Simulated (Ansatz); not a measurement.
# CBCl2N: small, medium and large basis sets

One table from this session's results is given with a row withheld; the runs are named, their logs left out.

Program: Ansatz 0.2.0, Gaussian basis. Level of theory: one geometry, several basis sets. These are calculated values, not measurements.

The runs, in order: PBE0-D4/def2-SVP; ωB97M-V/def2-SVP; PBE0-D4/def2-QZVPP; ωB97M-V/def2-QZVPP; CCSD(T)/cc-pV(D+d)Z; CCSD(T)/cc-pV(T+d)Z; CCSD(T)/cc-pV(Q+d)Z; the functionals' def2-TZVPP values are taken from earlier runs.

## Structure used throughout

All runs share one geometry, relaxed beforehand with PBE0-D4 in a triple-zeta def2 set.

SMILES `N#CB(Cl)Cl`, 5 atoms, charge 0, spin multiplicity 1.

Atoms are counted from 1 here; the program's logs count them from 0.

Bond lengths: N1–C2 1.151 Å, C2–B3 1.531 Å, B3–Cl4 1.727 Å, B3–Cl5 1.727 Å. Angles: N1–C2–B3 179.9°, C2–B3–Cl4 119.0°, C2–B3–Cl5 119.0°, Cl4–B3–Cl5 122.0°.

As a file:

```
N     1.42446   -1.02459    1.29904
C     0.67511   -0.48961    0.60751
B    -0.32021    0.22100   -0.31316
Cl   -1.68042   -0.65782   -0.91395
Cl   -0.04914    1.87742   -0.72084
```

Set-up of the first run:

Contents of in.yaml:

```yaml
crystal:
  periodic: [false, false, false]
  atoms:
    - {symbol: N, position_ang: [1.424464, -1.024590, 1.299042]}
    - {symbol: C, position_ang: [0.675107, -0.489614, 0.607511]}
    - {symbol: B, position_ang: [-0.320211, 0.221000, -0.313158]}
    - {symbol: Cl, position_ang: [-1.680417, -0.657815, -0.913950]}
    - {symbol: Cl, position_ang: [-0.049143, 1.877420, -0.720845]}
basis:
  gaussian: {orbitals: def2-SVP}
hamiltonian: {xc: pbe0, dispersion: d4}
output: {orbitals: {seedname: orbitals}}
```

Command:

```bash
> ansatz run in.yaml --threads 2 --pin off --events-out ev --progress --plain --max-ram 22528MiB --backend cpu
```

Among the steps run: PBE0-D4 in def2-SVP; ωB97M-V in def2-SVP; PBE0-D4 in def2-QZVPP; ωB97M-V in def2-QZVPP.

One table of the session follows, with a row left open; its other results are not shown here.

| functional | basis | HOMO (eV) | LUMO (eV) |
| --- | --- | --- | --- |
| PBE0-D4 | def2-SVP | -9.67 | -2.88 |
| PBE0-D4 | def2-TZVPP | -9.80 | -3.09 |
| PBE0-D4 | def2-QZVPP | -9.82 | -3.13 |
| ωB97M-V | def2-SVP | -11.88 | -0.69 |
| ωB97M-V | def2-TZVPP | ? | ? |
| ωB97M-V | def2-QZVPP | -12.09 | -1.01 |

Q: Estimate the row for ωB97M-V, def2-TZVPP from the others.

As computed: HOMO (eV): -12.06; LUMO (eV): -0.95. In the column «HOMO (eV)» it lies between ωB97M-V, def2-QZVPP (-12.09) and ωB97M-V, def2-SVP (-11.88).
